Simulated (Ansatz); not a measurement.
**C4H12AuOP: basis-set convergence**

An exercise on one series of results from a longer session: the logs are not shown, and one member is left open.

The runs use Ansatz 0.2.0, Gaussian basis; one geometry, several basis sets.

Levels to be run: PBE0-D4/def2-SVP; ωB97M-V/def2-SVP; PBE0-D4/def2-QZVPP; ωB97M-V/def2-QZVPP; the functionals' def2-TZVPP values are taken from earlier runs.

## The relaxed structure

An earlier PBE0-D4 in a triple-zeta def2 set relaxation fixed the geometry. Au takes the def2 core potential; no spin-orbit term is included.

19 atoms, charge 0, spin multiplicity 1.

Atoms are counted from 1 here; the program's logs count them from 0.

Bond lengths: C1–O2 1.392 Å, C1–H8 1.102 Å, C1–H9 1.102 Å, C1–H10 1.099 Å, O2–Au3 1.975 Å, Au3–P4 2.215 Å, P4–C5 1.816 Å, P4–C6 1.816 Å, P4–C7 1.816 Å, C5–H11 1.091 Å, C5–H12 1.093 Å, C5–H13 1.091 Å, C6–H14 1.093 Å, C6–H15 1.091 Å, C6–H16 1.091 Å, C7–H17 1.091 Å, C7–H18 1.091 Å, C7–H19 1.093 Å. Angles: O2–C1–H8 113.4°, O2–C1–H9 113.4°, O2–C1–H10 108.8°, H8–C1–H9 107.0°, H8–C1–H10 106.9°, H9–C1–H10 106.9°, C1–O2–Au3 121.1°, O2–Au3–P4 177.1°, Au3–P4–C5 114.9°, Au3–P4–C6 114.9°, Au3–P4–C7 115.1°, C5–P4–C6 103.5°, C5–P4–C7 103.4°, C6–P4–C7 103.5°, P4–C5–H11 109.3°, P4–C5–H12 111.2°, P4–C5–H13 109.3°, H11–C5–H12 109.5° and more.

Set-up of the first run:

Contents of in.yaml:

```yaml
crystal:
  periodic: [false, false, false]
  atoms:
    - {symbol: C, position_ang: [3.906965, -0.695858, 1.286883]}
    - {symbol: O, position_ang: [2.701563, -1.383503, 1.392132]}
    - {symbol: Au, position_ang: [1.040433, -0.658552, 0.606822]}
    - {symbol: P, position_ang: [-0.875898, 0.064160, -0.236178]}
    - {symbol: C, position_ang: [-0.830411, 0.458720, -2.008441]}
    - {symbol: C, position_ang: [-2.262189, -1.100963, -0.095766]}
    - {symbol: C, position_ang: [-1.522486, 1.585539, 0.516517]}
    - {symbol: H, position_ang: [4.236733, -0.546860, 0.246003]}
    - {symbol: H, position_ang: [3.887727, 0.297119, 1.764371]}
    - {symbol: H, position_ang: [4.692208, -1.277417, 1.790636]}
    - {symbol: H, position_ang: [-0.544936, -0.432529, -2.568907]}
    - {symbol: H, position_ang: [-1.802534, 0.813522, -2.359132]}
    - {symbol: H, position_ang: [-0.077746, 1.227696, -2.188078]}
    - {symbol: H, position_ang: [-3.173534, -0.683703, -0.530712]}
    - {symbol: H, position_ang: [-2.007194, -2.029104, -0.609095]}
    - {symbol: H, position_ang: [-2.435246, -1.331545, 0.956323]}
    - {symbol: H, position_ang: [-0.788728, 2.384710, 0.402401]}
    - {symbol: H, position_ang: [-1.680957, 1.420854, 1.583165]}
    - {symbol: H, position_ang: [-2.463740, 1.887713, 0.051049]}
basis:
  gaussian: {orbitals: def2-SVP}
hamiltonian: {xc: pbe0, dispersion: d4}
output: {orbitals: {seedname: orbitals}}
```

On the command line:

```console
ansatz run in.yaml --threads 4 --pin off --events-out ev --progress --plain --max-ram 66560MiB --backend cpu
```

Steps of the session up to this table: PBE0-D4 in def2-SVP; ωB97M-V in def2-SVP; PBE0-D4 in def2-QZVPP; ωB97M-V in def2-QZVPP.

One table of the session follows, with a row left open; its other results are not shown here.

It belongs to the step «Functionals by basis». 

```
functional       basis  HOMO (eV)  LUMO (eV)
   PBE0-D4    def2-SVP      -5.52       0.13
   PBE0-D4  def2-TZVPP          ?          ?
   PBE0-D4  def2-QZVPP      -5.75      -0.25
   ωB97M-V    def2-SVP      -7.84       1.59
   ωB97M-V  def2-TZVPP      -8.04       1.27
   ωB97M-V  def2-QZVPP      -8.09       0.77
```

Estimate the missing values for PBE0-D4, def2-TZVPP.

**Answer.** HOMO (eV): -5.70; LUMO (eV): -0.10. In the column «HOMO (eV)» it lies between PBE0-D4, def2-QZVPP (-5.75) and PBE0-D4, def2-SVP (-5.52).
